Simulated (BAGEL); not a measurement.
# BH2S2F (SMILES FB(S)S) at RI-MP2/6-311+G(d,p) (density fitting with qzvpp-jkfit)

Aim: the energy change on altering one bond length of BH2S2F at RI-MP2/6-311+G** (density fitting with qzvpp-jkfit), from 2 runs. 

Program for the calculation: BAGEL 1.2.2.

2 further runs of the same task are left out: 2 set aside as unsound or not needed.

### 1 The molecule

The species is BH2S2F (6 atoms), meant as a singlet with charge 0. As SMILES, `FB(S)S`. The shape is that of a PBE0-D4/def2-TZVP optimisation. This is one conformer, not always the lowest.

Bond lengths: F1–B2 1.328 Å, B2–S3 1.805 Å, B2–S4 1.805 Å, S3–H5 1.343 Å, S4–H6 1.343 Å. Angles: F1–B2–S3 120.5°, F1–B2–S4 120.5°, S3–B2–S4 119.0°, B2–S3–H5 94.6°, B2–S4–H6 94.6°.

### 2 The energy at RI-MP2/6-311+G(d,p) (density fitting with qzvpp-jkfit)

The input, calc.json:

```json
{ "bagel" : [

{
  "title" : "molecule",
  "basis" : "6-311+gss.json",
  "df_basis" : "qzvpp-jkfit",
  "angstrom" : true,
  "geometry" : [
    { "atom" : "F", "xyz" : [   -0.456900,   -0.765900,    1.012900 ] },
    { "atom" : "B", "xyz" : [   -0.001000,   -0.023800,    0.010100 ] },
    { "atom" : "S", "xyz" : [    1.755200,   -0.026800,   -0.408100 ] },
    { "atom" : "S", "xyz" : [   -1.127900,    1.003700,   -0.956200 ] },
    { "atom" : "H", "xyz" : [    2.093900,   -0.896800,    0.557800 ] },
    { "atom" : "H", "xyz" : [   -2.221100,    0.645500,   -0.262500 ] }
  ]
},
{ "title" : "hf" },
{ "title" : "mp2", "ncore" : 12 }

]}
```

The basis set 6-311+G** is read from a file made from the Basis Set Exchange's data (not shown).

Run with:

```sh
$ BAGEL_NUM_THREADS=1 BAGEL calc.json > calc.out
```

The program printed:

```text
* using 1 threads per process

  ===============================================================
  ===============================================================

  *** Geometry ***

  { "atom" : "F", "xyz" : [     -0.863416,     -1.447341,      1.914104 ] },
  { "atom" : "B", "xyz" : [     -0.001890,     -0.044975,      0.019086 ] },
  { "atom" : "S", "xyz" : [      3.316847,     -0.050645,     -0.771197 ] },
  { "atom" : "S", "xyz" : [     -2.131422,      1.896718,     -1.806956 ] },
  { "atom" : "H", "xyz" : [      3.956898,     -1.694706,      1.054089 ] },
  { "atom" : "H", "xyz" : [     -4.197271,      1.219818,     -0.496053 ] },

  Number of auxiliary basis functions:      444

  Since a DF basis is specified, we compute 2- and 3-index integrals:
    o Being stored without compression. Storage requirement is 0.048 GB

  Number of basis functions:      116
  Number of electrons      :       48

    * METHOD: MOLECULE                             0.35

  *** RHF ***

  === Nuclear Repulsion ===
   187.0368817544

      * DIIS with orbital gradients will be used.

  === RHF iteration (6-311+gss.json) ===
      0       -920.31285260          0.02059015           0.11
      1       -920.44389907          0.01437127           0.11
      2       -920.51331337          0.00159617           0.11
      3       -920.51566020          0.00041533           0.11
      4       -920.51581773          0.00010113           0.14
      5       -920.51582984          0.00002379           0.11
      6       -920.51583044          0.00000966           0.10
      7       -920.51583052          0.00000170           0.10
      8       -920.51583052          0.00000046           0.10
      9       -920.51583052          0.00000017           0.10
     10       -920.51583052          0.00000007           0.10
     11       -920.51583052          0.00000002           0.09
     12       -920.51583052          0.00000001           0.12
    * SCF iteration converged.

    * Permanent dipole moment:
           (    0.131997,     0.215124,    -0.290658) a.u.

    * METHOD: HF                                   1.64

  *** RHF ***

  === Nuclear Repulsion ===
   187.0368817544

      * DIIS with orbital gradients will be used.

  === RHF iteration (6-311+gss.json) ===
      0       -920.51583052          0.00000000           0.14
    * SCF iteration converged.

    * Permanent dipole moment:
           (    0.131997,     0.215124,    -0.290658) a.u.

  === DF-MP2 calculation ===

    * freezing 12 orbitals
    * 3-index integral transformation done
    * assembly done

      MP2 correlation energy:   -0.5637201058      0.07

      MP2 total energy:       -921.0795506276

    * METHOD: MP2                                  0.32

  ===============================================================
```

Wall time 3.6 s (1 thread of Intel Xeon 6975P-C (Granite Rapids), shared host); peak memory 0.15 GiB.

### 3 The distorted shape, same level

The input, input.json:

```json
{ "bagel" : [

{
  "title" : "molecule",
  "basis" : "6-311+gss.json",
  "df_basis" : "qzvpp-jkfit",
  "angstrom" : true,
  "geometry" : [
    { "atom" : "F", "xyz" : [    0.106569,   -1.279667,    1.496066 ] },
    { "atom" : "B", "xyz" : [    0.562469,   -0.537567,    0.493266 ] },
    { "atom" : "S", "xyz" : [    2.318669,   -0.540567,    0.075066 ] },
    { "atom" : "S", "xyz" : [   -1.127900,    1.003700,   -0.956200 ] },
    { "atom" : "H", "xyz" : [    2.657369,   -1.410567,    1.040966 ] },
    { "atom" : "H", "xyz" : [   -2.221100,    0.645500,   -0.262500 ] }
  ]
},
{
  "title" : "hf"
},
{
  "title" : "mp2",
  "ncore" : 12
}

]}
```

The basis set 6-311+G** is read from a file made from the Basis Set Exchange's data (not shown).

Run with:

```sh
$ BAGEL_NUM_THREADS=1 BAGEL input.json > input.out
```

The program printed:

```text
* using 1 threads per process

  ===============================================================
  ===============================================================

  *** Geometry ***

  { "atom" : "F", "xyz" : [      0.201386,     -2.418220,      2.827155 ] },
  { "atom" : "B", "xyz" : [      1.062912,     -1.015854,      0.932138 ] },
  { "atom" : "S", "xyz" : [      4.381649,     -1.021524,      0.141854 ] },
  { "atom" : "S", "xyz" : [     -2.131422,      1.896718,     -1.806956 ] },
  { "atom" : "H", "xyz" : [      5.021700,     -2.665585,      1.967141 ] },
  { "atom" : "H", "xyz" : [     -4.197271,      1.219818,     -0.496053 ] },

  Number of auxiliary basis functions:      444

  Since a DF basis is specified, we compute 2- and 3-index integrals:
    o Being stored without compression. Storage requirement is 0.048 GB

  Number of basis functions:      116
  Number of electrons      :       48

    * METHOD: MOLECULE                             0.21

  *** RHF ***

  === Nuclear Repulsion ===
   162.2603763611

      * DIIS with orbital gradients will be used.

  === RHF iteration (6-311+gss.json) ===
      0       -920.14637346          0.02233292           0.09
      1       -920.29543885          0.01676147           0.08
      2       -920.40380812          0.00160500           0.08
      3       -920.40695347          0.00041858           0.08
      4       -920.40720874          0.00015606           0.08
      5       -920.40724783          0.00005767           0.08
      6       -920.40725410          0.00002906           0.11
      7       -920.40725551          0.00000645           0.10
      8       -920.40725561          0.00000193           0.11
      9       -920.40725562          0.00000060           0.12
     10       -920.40725562          0.00000022           0.12
     11       -920.40725562          0.00000007           0.11
     12       -920.40725562          0.00000003           0.12
     13       -920.40725562          0.00000001           0.11
     14       -920.40725562          0.00000001           0.11
    * SCF iteration converged.

    * Permanent dipole moment:
           (   -0.786914,     0.830902,    -0.811253) a.u.

    * METHOD: HF                                   1.69

  *** RHF ***

  === Nuclear Repulsion ===
   162.2603763611

      * DIIS with orbital gradients will be used.

  === RHF iteration (6-311+gss.json) ===
      0       -920.40725562          0.00000000           0.14
    * SCF iteration converged.

    * Permanent dipole moment:
           (   -0.786913,     0.830901,    -0.811252) a.u.

  === DF-MP2 calculation ===

    * freezing 12 orbitals
    * 3-index integral transformation done
    * assembly done

      MP2 correlation energy:   -0.5669979328      0.06

      MP2 total energy:       -920.9742535498

    * METHOD: MP2                                  0.33

  ===============================================================
```

It took 3.3 s on 1 thread of Intel Xeon 6975P-C (Granite Rapids), shared host; peak memory 0.14 GiB.

### 4 Results

At RI-MP2/6-311+G** (density fitting with qzvpp-jkfit), 12 core orbitals frozen:

```
                                                         quantity          value
                                        first shape: total energy  -921.07955 Eh
        first shape: correlation energy (12 core orbitals frozen)     -563.7 mEh
                                    distorted shape: total energy  -920.97425 Eh
    distorted shape: correlation energy (12 core orbitals frozen)     -567.0 mEh
energy change with the B2–S4 bond stretched from 1.805 to 2.708 Å       2.865 eV
```

**Reading.** With the B2–S4 bond stretched from 1.805 to 2.708 Å the energy rises by 2.87 eV (66 kcal/mol). The first shape isn't relaxed at this level, so the change isn't measured from a minimum.
